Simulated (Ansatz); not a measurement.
# NiPtF6: the cost of one run

Computed with Ansatz 0.2.0 (DFT r²SCAN+U (U_eff = 4 eV on Ni d, Pt d), plane waves, PAW, no spin–orbit coupling unless a run says so, unless a step's input says otherwise).

## (1) Starting point

Symmetry: R-3, No. 148, trigonal system. The conventional cell has a = 4.930 Å, b = 4.930 Å, c = 13.680 Å, α = 90.00°, β = 90.00°, γ = 120.00°. Ni (site symmetry -3) has 6 F at 1.96 Å in its first shell of neighbours. Pt (site symmetry -3) is surrounded by 6 F at 1.90 Å. F (site symmetry 1) is surrounded by 1 Pt at 1.90 Å and 1 Ni at 1.96 Å.

Coordinates:

```cif
data_structure
_symmetry_space_group_name_H-M 'R-3:H'
_symmetry_Int_Tables_number 148
_cell_length_a 4.9300
_cell_length_b 4.9300
_cell_length_c 13.6800
_cell_angle_alpha 90.000
_cell_angle_beta 90.000
_cell_angle_gamma 120.000
_cell_volume 287.95
loop_
_atom_site_label
_atom_site_type_symbol
_atom_site_symmetry_multiplicity
_atom_site_Wyckoff_symbol
_atom_site_fract_x
_atom_site_fract_y
_atom_site_fract_z
_atom_site_occupancy
Ni1 Ni 3 b 0.33333 0.66667 0.16667 1
Pt1 Pt 3 a 0.00000 0.00000 0.00000 1
F1 F 18 f 0.03500 0.32500 0.08300 1
```

Magnetic order typed: opposed in the cell.

An earlier series on this cell reached its lowest free state from «random orbitals: drawn by pairs, first filling», perhaps among other starts.

## (2) Random orbitals: single harmonics, second filling

Contents of input.yaml:

```yaml
crystal:
  lattice:
    - [2.46500126, 1.42316914, 4.56000042]
    - [-2.46500126, 1.42316914, 4.56000042]
    - [0.0, -2.84633828, 4.56000042]
  atoms:
    - { symbol: Ni, position: [0.5, 0.5, 0.5], spin: 0.3 }
    - { symbol: Pt, position: [0.0, 0.0, 0.0], spin: -0.3 }
    - { symbol: F, position: [0.118, 0.373, 0.758] }
    - { symbol: F, position: [0.373, 0.758, 0.118] }
    - { symbol: F, position: [0.758, 0.118, 0.373] }
    - { symbol: F, position: [0.882, 0.627, 0.242] }
    - { symbol: F, position: [0.627, 0.242, 0.882] }
    - { symbol: F, position: [0.242, 0.882, 0.627] }
basis:
  ecutwfc: 500
  ecutrho_ratio: 4
kpoints:
  mp_grid: { grid: [5, 5, 5] }
hamiltonian:
  xc: r2scan
  hubbard:
    sites:
      - { site: 0, l: d, u_eff: 4.0, starting_ns: [{ spin: up, occupation_matrix: s0up }, { spin: down, occupation_matrix: s0down }] }
      - { site: 1, l: d, u_eff: 4.0, starting_ns: [{ spin: up, occupation_matrix: s1up }, { spin: down, occupation_matrix: s1down }] }
    occupation_matrices:
      s0up:
        matrix:
          - [0.97, 0.0, 0.0, 0.0, 0.0]
          - [0.0, 0.97, 0.0, 0.0, 0.0]
          - [0.0, 0.0, 0.02, 0.0, 0.0]
          - [0.0, 0.0, 0.0, 0.97, 0.0]
          - [0.0, 0.0, 0.0, 0.0, 0.97]
      s0down:
        matrix:
          - [0.97, 0.0, 0.0, 0.0, 0.0]
          - [0.0, 0.02, 0.0, 0.0, 0.0]
          - [0.0, 0.0, 0.97, 0.0, 0.0]
          - [0.0, 0.0, 0.0, 0.97, 0.0]
          - [0.0, 0.0, 0.0, 0.0, 0.97]
      s1up:
        matrix:
          - [0.02, 0.0, 0.0, 0.0, 0.0]
          - [0.0, 0.97, 0.0, 0.0, 0.0]
          - [0.0, 0.0, 0.02, 0.0, 0.0]
          - [0.0, 0.0, 0.0, 0.97, 0.0]
          - [0.0, 0.0, 0.0, 0.0, 0.97]
      s1down:
        matrix:
          - [0.97, 0.0, 0.0, 0.0, 0.0]
          - [0.0, 0.02, 0.0, 0.0, 0.0]
          - [0.0, 0.0, 0.02, 0.0, 0.0]
          - [0.0, 0.0, 0.0, 0.97, 0.0]
          - [0.0, 0.0, 0.0, 0.0, 0.97]
    ns_hold: { iters: 12 }
scf:
  occupations: { method: gaussian, width: 0.05 }
  lower_state_search: "off"
  max_iter: 150
output:
  forces: true
  stress: true
  eigenvalues: true
  populations: true
  hubbard: { sites: [{ site: 0, l: d }, { site: 1, l: d }] }
magnetization:
  spin_polarized: true
```

The typed matrices put 0.97 on the chosen orbitals and 0.02 on the others, and are held for 12 cycles.

The run is started by

```
$ ansatz run input.yaml --threads 8 --pin off --max-ram 12288MiB --backend cpu --events-out ev --progress --plain --runs-dir out
```

**Question.** How long does this run take on 8 threads of Arm Neoverse V2, shared host, and how much memory does it need?

About 1.7 min, with a peak of 2.3 GiB.
